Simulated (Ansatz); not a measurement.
# SeOF2: one species, many methods

The task here is to estimate one member of a computed series from the others.

The runs use Ansatz 0.2.0, Gaussian basis; functionals in def2-TZVPP, the program's frozen cores in correlated methods.

Plan: LDA (SPW92), PBE-D4, revPBE-D4, BLYP-D4, r2SCAN-D4, B97M-V, PBE0-D4, B3LYP-D4, r2SCANh-D4, r2SCAN0-D4, HSE06-D4, BHLYP-D4, CAM-B3LYP-D4, LC-ωPBE, ωB97X-V, ωB97M-V, B2PLYP, PBE-QIDH; CCSD(T)/def2-SVP; CCSD(T)/def2-TZVPP; CCSD(T)/def2-QZVPP; extrapolation to the limit; RPA on PBE.

### Structure used throughout

All runs share one geometry, relaxed beforehand with PBE0-D4 in a triple-zeta def2 set.

SMILES `O=[Se](F)F`, 4 atoms, charge 0, spin multiplicity 1.

Atoms are counted from 1 here; the program's logs count them from 0.

Bond lengths: O1–Se2 1.575 Å, Se2–F3 1.733 Å, Se2–F4 1.733 Å. Angles: O1–Se2–F3 104.5°, O1–Se2–F4 104.5°, F3–Se2–F4 92.1°.

Set-up of the first run:

File in.yaml:

```yaml
crystal:
  periodic: [false, false, false]
  atoms:
    - {symbol: O, position_ang: [-0.403296, 0.470891, 1.373402]}
    - {symbol: Se, position_ang: [-0.554570, 0.118377, -0.154240]}
    - {symbol: F, position_ang: [0.146518, -1.459080, -0.307862]}
    - {symbol: F, position_ang: [0.811348, 0.869812, -0.911291]}
basis:
  gaussian: {orbitals: def2-TZVPP}
hamiltonian: {xc: lda}
output: {orbitals: {seedname: orbitals}}
```

The run is started by

```console
$ ansatz run in.yaml --threads 2 --pin off --events-out ev --progress --plain --max-ram 22528MiB --backend cpu
```

Steps of the session up to this table: LDA; PBE-D4 (GGA); revPBE-D4 (GGA); BLYP-D4 (GGA); r2SCAN-D4 (meta-GGA); B97M-V (meta-GGA); PBE0-D4 (hybrid); B3LYP-D4 (hybrid); r2SCANh-D4 (hybrid); r2SCAN0-D4 (hybrid); HSE06-D4 (hybrid); BHLYP-D4 (hybrid); CAM-B3LYP-D4 (range-separated); LC-ωPBE (range-separated); ωB97X-V (range-separated); ωB97M-V (range-separated); B2PLYP (double hybrid); PBE-QIDH (double hybrid).

One table of the session follows, with a row left open; its other results are not shown here.

It belongs to the step «Orbital energies across the functionals». 

| functional | HOMO (eV) | LUMO (eV) | gap (eV) |
| --- | --- | --- | --- |
| LDA (SPW92) | -8.37 | -3.30 | 5.07 |
| PBE-D4 | -8.10 | -2.99 | 5.11 |
| revPBE-D4 | -8.01 | -2.88 | 5.12 |
| BLYP-D4 | ? | ? | ? |
| r2SCAN-D4 | -8.46 | -2.91 | 5.55 |
| B97M-V | -8.51 | -2.77 | 5.73 |
| PBE0-D4 | -9.65 | -2.15 | 7.50 |
| B3LYP-D4 | -9.42 | -2.43 | 6.99 |
| r2SCANh-D4 | -9.03 | -2.58 | 6.45 |
| r2SCAN0-D4 | -9.91 | -2.10 | 7.81 |
| HSE06-D4 | -9.24 | -2.53 | 6.71 |
| BHLYP-D4 | -11.14 | -1.23 | 9.91 |
| CAM-B3LYP-D4 | -11.10 | -1.07 | 10.03 |
| LC-ωPBE | -12.38 | 0.21 | 12.59 |
| ωB97X-V | -12.04 | 0.13 | 12.16 |
| ωB97M-V | -11.96 | 0.04 | 12.00 |

Estimate the missing values for BLYP-D4.

Worked estimate for «HOMO (eV)». Against the share of exact exchange, B3LYP-D4 (0.2, -9.42), BHLYP-D4 (0.5, -11.14) give a slope of -5.73 per unit share; at 0 the line stands at -8.27.

As computed: HOMO (eV): -8.00; LUMO (eV): -2.92; gap (eV): 5.08. In «HOMO (eV)» the line misses by -0.27.
